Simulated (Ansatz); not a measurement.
# C₂H₅AlO: how energies converge with the basis set

How large a basis does C₂H₅AlO need? Two functionals are run in growing sets.

Program: Ansatz 0.2.0, Gaussian basis. Level of theory: one geometry, several basis sets. These are calculated values, not measurements.

Levels to be run: PBE0-D4/def2-SVP; ωB97M-V/def2-SVP; PBE0-D4/def2-QZVPP; ωB97M-V/def2-QZVPP; the functionals' def2-TZVPP values are taken from earlier runs.

## Step 1: The relaxed structure

All runs share one geometry, relaxed beforehand with PBE0-D4 in a triple-zeta def2 set.

SMILES `C[CH]1[O][AlH]1`, 9 atoms, charge 0, spin multiplicity 1.

Atoms are counted from 1 here; the program's logs count them from 0.

Bond lengths: C1–C2 1.501 Å, C1–H5 1.097 Å, C1–H6 1.093 Å, C1–H7 1.094 Å, C2–O3 1.486 Å, C2–Al4 1.893 Å, C2–H8 1.093 Å, O3–Al4 1.707 Å, Al4–H9 1.571 Å. Angles: C2–C1–H5 110.4°, C2–C1–H6 112.5°, C2–C1–H7 110.2°, H5–C1–H6 107.6°, H5–C1–H7 108.0°, H6–C1–H7 108.0°, C1–C2–O3 113.7°, C1–C2–Al4 127.3°, C1–C2–H8 111.5°, O3–C2–Al4 59.2°, O3–C2–H8 110.4°, Al4–C2–H8 119.7°, C2–O3–Al4 72.4°, C2–Al4–O3 48.4°, C2–Al4–H9 173.6°, O3–Al4–H9 137.8°.

Geometry (Å):

```mol
C2H5AlO
  3D, bonds by distance, orders not assigned

  9  9  0  0  0  0  0  0  0  0999 V2000
    0.1498    0.6384   -1.0583 C   0  0
    0.0828   -0.5305   -0.1198 C   0  0
    0.9982   -0.4135    1.0450 O   0  0
   -0.5936   -0.5450    1.6486 Al  0  0
    1.1422    0.7006   -1.5211 H   0  0
   -0.0409    1.5899   -0.5561 H   0  0
   -0.5881    0.5240   -1.8572 H   0  0
    0.2519   -1.4750   -0.6429 H   0  0
   -1.3137   -0.5352    3.0448 H   0  0
  1  2  8  0
  2  3  8  0
  3  4  8  0
  1  5  8  0
  1  6  8  0
  1  7  8  0
  2  8  8  0
  4  9  8  0
  2  4  8  0
M  END
```

## Step 2: PBE0-D4 in def2-SVP

in.yaml reads:

```yaml
crystal:
  periodic: [false, false, false]
  atoms:
    - {symbol: C, position_ang: [0.149816, 0.638437, -1.058337]}
    - {symbol: C, position_ang: [0.082815, -0.530545, -0.119834]}
    - {symbol: O, position_ang: [0.998161, -0.413506, 1.044979]}
    - {symbol: Al, position_ang: [-0.593602, -0.544989, 1.648643]}
    - {symbol: H, position_ang: [1.142217, 0.700559, -1.521070]}
    - {symbol: H, position_ang: [-0.040888, 1.589939, -0.556124]}
    - {symbol: H, position_ang: [-0.588127, 0.523967, -1.857183]}
    - {symbol: H, position_ang: [0.251850, -1.475049, -0.642912]}
    - {symbol: H, position_ang: [-1.313743, -0.535215, 3.044838]}
basis:
  gaussian: {orbitals: def2-SVP}
hamiltonian: {xc: pbe0, dispersion: d4}
output: {orbitals: {seedname: orbitals}}
```

Run with:

```sh
ansatz run in.yaml --threads 2 --pin off --events-out ev --progress --plain --max-ram 4352MiB
```

The runs that follow: ωB97M-V in def2-SVP; PBE0-D4 in def2-QZVPP; ωB97M-V in def2-QZVPP.

Q: Predict the results of all the runs planned. Wanted: PBE0-D4: double and triple zeta above quadruple; ωB97M-V: double and triple zeta above quadruple.

As calculated:

| quantity | value |
| --- | --- |
| PBE0-D4: double and triple zeta above quadruple | 7.71, 0.45 eV |
| ωB97M-V: double and triple zeta above quadruple | 7.87, 0.44 eV |

**Reading.** PBE0-D4 gains 7.26 eV from double to triple zeta, then 0.45 eV more. Total energies overstate the basis error of differences, where much of it tends to cancel. The LUMO of ωB97M-V is positive and keeps falling with the basis (0.73 to 0.18 eV): an unbound level that the basis holds in place.
